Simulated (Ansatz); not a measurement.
# BrH3Si, SMILES [SiH3]Br: a test of scalar relativity

Computed with the Ansatz DFT code, driven from Python.

Contents of `brh3si.xyz`:
```text
5

Si   -0.09280    0.00020   -0.02830
Br    1.85580   -0.72640    0.50820
H    -1.09170   -0.10020    1.10430
H    -0.59160   -0.71900   -1.19690
H    -0.02980    1.47170   -0.42870
```

At the Python prompt:
```pycon
>>> import ansatz as az
>>> import numpy as np
>>> brh3si = az.Crystal.molecule_from_extxyz("brh3si.xyz")
>>> model = brh3si.calculation().functional("PBE0").forces()
>>> # a set contracted for a scalar-relativistic Hamiltonian goes with the relativistic run
>>> sets = {"none": "cc-pVTZ", "scalar": "cc-pVTZ-DK"}
>>> found = {kind: model.basis(gaussian=basis).pseudopotentials(relativity=kind).run(threads=1).report for kind, basis in sets.items()}
>>> for kind, each in found.items():
...     dipole = 4.803205 * np.linalg.norm(each["charge_distribution"]["dipole_moment_e_ang"])
...     print(f"{kind:7s} E = {each['free_energy_ev']:.4f} eV  dipole {dipole:.3f} D  largest force component {np.abs(each['forces_ev_ang']).max():.4f} eV/A")
...
none    E = -77963.7799 eV  dipole 0.711 D  largest force component 1.5308 eV/A
scalar  E = -78853.3530 eV  dipole 0.677 D  largest force component 1.5043 eV/A
>>> print(f"relativity lowers the total energy by {found['none']['free_energy_ev'] - found['scalar']['free_energy_ev']:.3f} eV")
relativity lowers the total energy by 889.573 eV
```

The total moves by -889.6 eV, nearly all in the cores, and the dipole from 0.71 to 0.68 D.

What to keep in mind:
- Total energies depend on the basis set; only differences at equal settings carry meaning.
- The geometry is a force-field or estimated start, not a minimum of this method. The basis set changes with the Hamiltonian (a set recontracted for scalar relativity), and most of the change in the total lies in the cores.
- Run time: 6.2 s on 1 thread of AMD EPYC 7R43 64-Core Processor (Zen 3), with other jobs on the host, peak memory 0.3 GiB.
